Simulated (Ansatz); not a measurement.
# Al2ClH5Si2: basis-set convergence

How large a basis does Al2ClH5Si2 need? Two functionals are run in growing sets.

Method: one geometry, several basis sets; program: Ansatz 0.2.0, Gaussian basis.

The runs, in order: PBE0-D4/def2-SVP; ωB97M-V/def2-SVP; PBE0-D4/def2-QZVPP; ωB97M-V/def2-QZVPP; the functionals' def2-TZVPP values are taken from earlier runs.

## 1. Structure used throughout

An earlier PBE0-D4 in a triple-zeta def2 set relaxation fixed the geometry.

SMILES `[Cl][AlH][Al]1[SiH2][SiH2]1`, 10 atoms, charge 0, spin multiplicity 1.

Atoms are counted from 1 here; the program's logs count them from 0.

Bond lengths: Cl1–Al2 2.109 Å, Al2–Al3 2.561 Å, Al2–H6 1.584 Å, Al3–Si4 2.432 Å, Al3–Si5 2.430 Å, Si4–Si5 2.320 Å, Si4–H7 1.488 Å, Si4–H8 1.495 Å, Si5–H9 1.488 Å, Si5–H10 1.496 Å. Angles: Cl1–Al2–Al3 114.6°, Cl1–Al2–H6 116.4°, Al3–Al2–H6 129.0°, Al2–Al3–Si4 151.4°, Al2–Al3–Si5 151.6°, Si4–Al3–Si5 57.0°, Al3–Si4–Si5 61.5°, Al3–Si4–H7 138.2°, Al3–Si4–H8 101.4°, Si5–Si4–H7 127.3°, Si5–Si4–H8 107.9°, H7–Si4–H8 110.9°, Al3–Si5–Si4 61.5°, Al3–Si5–H9 138.5°, Al3–Si5–H10 101.0°, Si4–Si5–H9 127.8°, Si4–Si5–H10 107.4°, H9–Si5–H10 110.8°.

## 2. PBE0-D4 in def2-SVP

Contents of in.yaml:

```yaml
crystal:
  periodic: [false, false, false]
  atoms:
    - {symbol: Cl, position_ang: [-3.781484, 0.484858, 2.054217]}
    - {symbol: Al, position_ang: [-1.717887, 0.433947, 2.488051]}
    - {symbol: Al, position_ang: [-0.208052, 0.066708, 0.452060]}
    - {symbol: Si, position_ang: [0.729448, -1.359153, -1.280279]}
    - {symbol: Si, position_ang: [1.306343, 0.887819, -1.261886]}
    - {symbol: H, position_ang: [-1.312925, 0.626722, 4.007264]}
    - {symbol: H, position_ang: [1.647665, -2.525819, -1.378940]}
    - {symbol: H, position_ang: [-0.443394, -1.525829, -2.192333]}
    - {symbol: H, position_ang: [1.286613, 1.842925, -2.402645]}
    - {symbol: H, position_ang: [2.576774, 1.016723, -0.482509]}
basis:
  gaussian: {orbitals: def2-SVP}
hamiltonian: {xc: pbe0, dispersion: d4}
output: {orbitals: {seedname: orbitals}}
```

Further steps of the session: ωB97M-V in def2-SVP; PBE0-D4 in def2-QZVPP; ωB97M-V in def2-QZVPP.

Q: Predict the results of all the runs planned. Wanted: PBE0-D4: double and triple zeta above quadruple; ωB97M-V: double and triple zeta above quadruple.

**Answer**, as computed:

```
                                       quantity           value
PBE0-D4: double and triple zeta above quadruple  15.68, 1.27 eV
ωB97M-V: double and triple zeta above quadruple  15.58, 1.23 eV
```

**Reading.** PBE0-D4 gains 14.41 eV from double to triple zeta, then 1.27 eV more. Total energies overstate the basis error of differences, where much of it tends to cancel.
